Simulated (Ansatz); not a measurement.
**C3H7AlF2O: a ladder of functionals and wavefunction methods**

One table from this session's results is given with a row withheld; the runs are named, their logs left out.

Program: Ansatz 0.2.0, Gaussian basis. Level of theory: functionals in def2-TZVPP, the program's frozen cores in correlated methods. These are calculated values, not measurements.

Levels to be run: LDA (SPW92), PBE-D4, revPBE-D4, BLYP-D4, r2SCAN-D4, B97M-V, PBE0-D4, B3LYP-D4, r2SCANh-D4, r2SCAN0-D4, HSE06-D4, BHLYP-D4, CAM-B3LYP-D4, LC-ωPBE, ωB97X-V, ωB97M-V, B2PLYP, PBE-QIDH; CCSD(T)/def2-SVP; MP2/def2-TZVPP; MP2/def2-QZVPP; RPA on PBE.

### The geometry

All runs share one geometry, relaxed beforehand with PBE0-D4 in a triple-zeta def2 set.

SMILES `CC(C)[O][Al]([F])[F]`, 14 atoms, charge 0, spin multiplicity 1.

Atoms are counted from 1 here; the program's logs count them from 0.

Bond lengths: C1–C2 1.516 Å, C1–H8 1.093 Å, C1–H9 1.092 Å, C1–H10 1.095 Å, C2–C3 1.516 Å, C2–O4 1.414 Å, C2–H11 1.097 Å, C3–H12 1.092 Å, C3–H13 1.093 Å, C3–H14 1.095 Å, O4–Al5 1.665 Å, Al5–F6 1.640 Å, Al5–F7 1.635 Å. Angles: C2–C1–H8 110.9°, C2–C1–H9 110.5°, C2–C1–H10 110.4°, H8–C1–H9 108.2°, H8–C1–H10 107.9°, H9–C1–H10 108.7°, C1–C2–C3 112.2°, C1–C2–O4 110.5°, C1–C2–H11 108.7°, C3–C2–O4 110.5°, C3–C2–H11 108.7°, O4–C2–H11 106.0°, C2–C3–H12 110.5°, C2–C3–H13 110.9°, C2–C3–H14 110.4°, H12–C3–H13 108.2°, H12–C3–H14 108.7°, H13–C3–H14 107.9° and more.

The first run:

Input file in.yaml:

```yaml
crystal:
  periodic: [false, false, false]
  atoms:
    - {symbol: C, position_ang: [-0.402072, -1.299729, 0.734153]}
    - {symbol: C, position_ang: [0.645499, -0.262089, 0.383311]}
    - {symbol: C, position_ang: [1.059010, -0.335052, -1.072993]}
    - {symbol: O, position_ang: [0.182674, 1.035336, 0.701225]}
    - {symbol: Al, position_ang: [-1.079922, 2.000652, 0.205213]}
    - {symbol: F, position_ang: [-2.176271, 1.525531, -0.918809]}
    - {symbol: F, position_ang: [-1.254148, 3.491281, 0.853622]}
    - {symbol: H, position_ang: [-0.021980, -2.310046, 0.565741]}
    - {symbol: H, position_ang: [-0.689103, -1.214106, 1.784212]}
    - {symbol: H, position_ang: [-1.294243, -1.167059, 0.113531]}
    - {symbol: H, position_ang: [1.530404, -0.429090, 1.009501]}
    - {symbol: H, position_ang: [1.802739, 0.431924, -1.298620]}
    - {symbol: H, position_ang: [1.492710, -1.310139, -1.306840]}
    - {symbol: H, position_ang: [0.191702, -0.186613, -1.724544]}
basis:
  gaussian: {orbitals: def2-TZVPP}
hamiltonian: {xc: lda}
output: {orbitals: {seedname: orbitals}}
```

Command:

```sh
> ansatz run in.yaml --threads 4 --pin off --events-out ev --progress --plain --max-ram 11315MiB
```

Among the steps run: LDA; PBE-D4 (GGA); revPBE-D4 (GGA); BLYP-D4 (GGA); r2SCAN-D4 (meta-GGA); B97M-V (meta-GGA); PBE0-D4 (hybrid); B3LYP-D4 (hybrid); r2SCANh-D4 (hybrid); r2SCAN0-D4 (hybrid); HSE06-D4 (hybrid); BHLYP-D4 (hybrid); CAM-B3LYP-D4 (range-separated); LC-ωPBE (range-separated); ωB97X-V (range-separated); ωB97M-V (range-separated); B2PLYP (double hybrid); PBE-QIDH (double hybrid).

One table of the session follows, with a row left open; its other results are not shown here.

It belongs to the step «Frontier levels by functional». 

| functional | HOMO (eV) | gap (eV) |
| --- | --- | --- |
| LDA (SPW92) | -7.25 | 5.25 |
| PBE-D4 | -7.07 | 5.37 |
| revPBE-D4 | -6.98 | 5.46 |
| BLYP-D4 | -6.97 | 5.29 |
| r2SCAN-D4 | -7.38 | 6.16 |
| B97M-V | -7.50 | 5.91 |
| PBE0-D4 | -8.59 | 7.78 |
| B3LYP-D4 | -8.36 | 7.20 |
| r2SCANh-D4 | -7.95 | 7.01 |
| r2SCAN0-D4 | ? | ? |
| HSE06-D4 | -8.18 | 7.00 |
| BHLYP-D4 | -10.06 | 9.96 |
| CAM-B3LYP-D4 | -10.07 | 10.09 |
| LC-ωPBE | -11.40 | 12.80 |
| ωB97X-V | -11.06 | 12.21 |
| ωB97M-V | -10.99 | 11.78 |

Q: Estimate the row for r2SCAN0-D4 from the others.

Worked estimate for «HOMO (eV)». Against the share of exact exchange, r2SCAN-D4 (0, -7.38), r2SCANh-D4 (0.1, -7.95) give a slope of -5.70 per unit share; at 0.25 the line stands at -8.80.

**Answer.** HOMO (eV): -8.81; gap (eV): 8.28. In «HOMO (eV)» the line misses by +0.01.
